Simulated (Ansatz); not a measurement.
# Si2H6 + CH4: a complex and its separated parts

Aim: how far the complex at one end of a reaction step lies below its separated, relaxed parts, level by level.

The runs use Ansatz 0.2.0, Gaussian basis; PBE0-D4/def2-TZVP structures, single points in def2-TZVPP, no counterpoise correction.

Levels: SPW92, PBE-D4, BLYP-D4, r2SCAN-D4, B97M-V, PBE0-D4, B3LYP-D4, r2SCAN0-D4, BHLYP-D4, CAM-B3LYP-D4, wB97X-V, wB97M-V, B2PLYP, PBE-QIDH, RPA on PBE, Hartree-Fock, MP2, CCSD, CCSD(T).

Cores are frozen in the correlated methods. B3LYP uses VWN-RPA correlation. B2PLYP carries no dispersion term here.

94 further runs of the same task are left out: 94 set aside as unsound or not needed.

### 1 Starting geometry

The complex: 13 atoms, charge 0, spin multiplicity 1.

Atoms are counted from 1 here; the program's logs count them from 0.

Bond lengths: Si1–H2 1.487 Å, Si1–H3 1.488 Å, Si1–H4 1.487 Å, Si1–Si5 2.339 Å, Si5–H8 1.487 Å, Si5–H9 1.488 Å, Si5–H10 1.488 Å, H6–C7 1.090 Å, C7–H11 1.090 Å, C7–H12 1.090 Å, C7–H13 1.090 Å. Angles: H2–Si1–H3 108.6°, H2–Si1–H4 108.8°, H2–Si1–Si5 110.5°, H3–Si1–H4 108.6°, H3–Si1–Si5 109.8°, H4–Si1–Si5 110.5°, Si1–Si5–H8 110.8°, Si1–Si5–H9 110.1°, Si1–Si5–H10 110.1°, H8–Si5–H9 108.6°, H8–Si5–H10 108.6°, H9–Si5–H10 108.6°, H6–C7–H11 109.4°, H6–C7–H12 109.5°, H6–C7–H13 109.5°, H11–C7–H12 109.4°, H11–C7–H13 109.5°, H12–C7–H13 109.5°.

Geometry (Å):

```mol
CH10Si2
  3D, bonds by distance, orders not assigned

 13 11  0  0  0  0  0  0  0  0999 V2000
   -1.2396   -0.2772    1.1839 Si  0  0
   -1.4157   -1.4162    0.2440 H   0  0
   -2.0968   -0.5101    2.3778 H   0  0
   -1.6899    0.9714    0.5130 H   0  0
    0.9985   -0.0937    1.8374 Si  0  0
    0.6404   -0.6130   -2.0237 H   0  0
    0.1934    0.2974   -2.4224 C   0  0
    1.8741    0.1402    0.6583 H   0  0
    1.4373   -1.3434    2.5151 H   0  0
    1.1629    1.0419    2.7845 H   0  0
    0.5350    0.4502   -3.4458 H   0  0
    0.4924    1.1477   -1.8101 H   0  0
   -0.8922    0.2049   -2.4118 H   0  0
  1  2  8  0
  1  3  8  0
  1  4  8  0
  1  5  8  0
  5  8  8  0
  5  9  8  0
  5 10  8  0
  6  7  8  0
  7 11  8  0
  7 12  8  0
  7 13  8  0
M  END
```

Its parts: Si2H6 holds atoms 1, 2, 3, 4, 5, 8, 9, 10; CH4 holds atoms 6, 7, 11, 12, 13. Each part counts its atoms afresh in its own runs.

### 2 Relaxing Si2H6 alone

File relax-a/in.yaml:

```yaml
crystal:
  periodic: [false, false, false]
  atoms:
    - {symbol: Si, position_ang: [-1.239620, -0.277176, 1.183916]}
    - {symbol: H, position_ang: [-1.415698, -1.416227, 0.244034]}
    - {symbol: H, position_ang: [-2.096824, -0.510099, 2.377770]}
    - {symbol: H, position_ang: [-1.689890, 0.971398, 0.512989]}
    - {symbol: Si, position_ang: [0.998454, -0.093700, 1.837353]}
    - {symbol: H, position_ang: [1.874110, 0.140158, 0.658338]}
    - {symbol: H, position_ang: [1.437255, -1.343407, 2.515070]}
    - {symbol: H, position_ang: [1.162931, 1.041861, 2.784482]}
basis:
  gaussian: {orbitals: def2-TZVP}
hamiltonian: {xc: pbe0, dispersion: d4}
relax: {f_tol: 0.005, max_steps: 200}
```

Started as:

```sh
ansatz run in.yaml --threads 4 --pin off --events-out ev --progress --plain --max-ram 9574MiB
```

Further steps of the session: Relaxing CH4 alone; SPW92/def2-TZVPP; PBE-D4/def2-TZVPP; BLYP-D4/def2-TZVPP; r2SCAN-D4/def2-TZVPP; B97M-V/def2-TZVPP; PBE0-D4/def2-TZVPP; B3LYP-D4/def2-TZVPP; r2SCAN0-D4/def2-TZVPP; BHLYP-D4/def2-TZVPP; CAM-B3LYP-D4/def2-TZVPP; wB97X-V/def2-TZVPP; wB97M-V/def2-TZVPP; B2PLYP/def2-TZVPP; PBE-QIDH/def2-TZVPP; RPA on PBE/def2-TZVPP; CCSD(T)/def2-TZVPP; Vibrations of Si2H6; Vibrations of CH4.

Q: Predict the outcome of this session. Wanted: complex less parts, CCSD(T)/def2-TZVPP; with zero-point energy; largest T1 diagnostic.

**Answer**, as computed:

| quantity | value |
| --- | --- |
| complex less parts, CCSD(T)/def2-TZVPP | -0.88 kcal/mol |
| with zero-point energy | -0.42 kcal/mol |
| largest T1 diagnostic | 0.013 |

At CCSD(T) the complex lies 0.88 kcal/mol below its parts. The functionals run from BLYP-D4, off by -0.01 kcal/mol, to B2PLYP, off by +0.88 kcal/mol, against CCSD(T). By rung, the mean size of the error is: LDA 0.70, GGA 0.20, meta-GGA 0.07, hybrid 0.21, range-separated hybrid 0.17, double hybrid 0.66 kcal/mol. PBE-D4 gives a relative energy 0.40 kcal/mol too low, an error of 46 % of the reference. No counterpoise was applied, and triple zeta lacks some correlation, so the CCSD(T) reference has a basis error of its own, and close matches with it are partly luck.
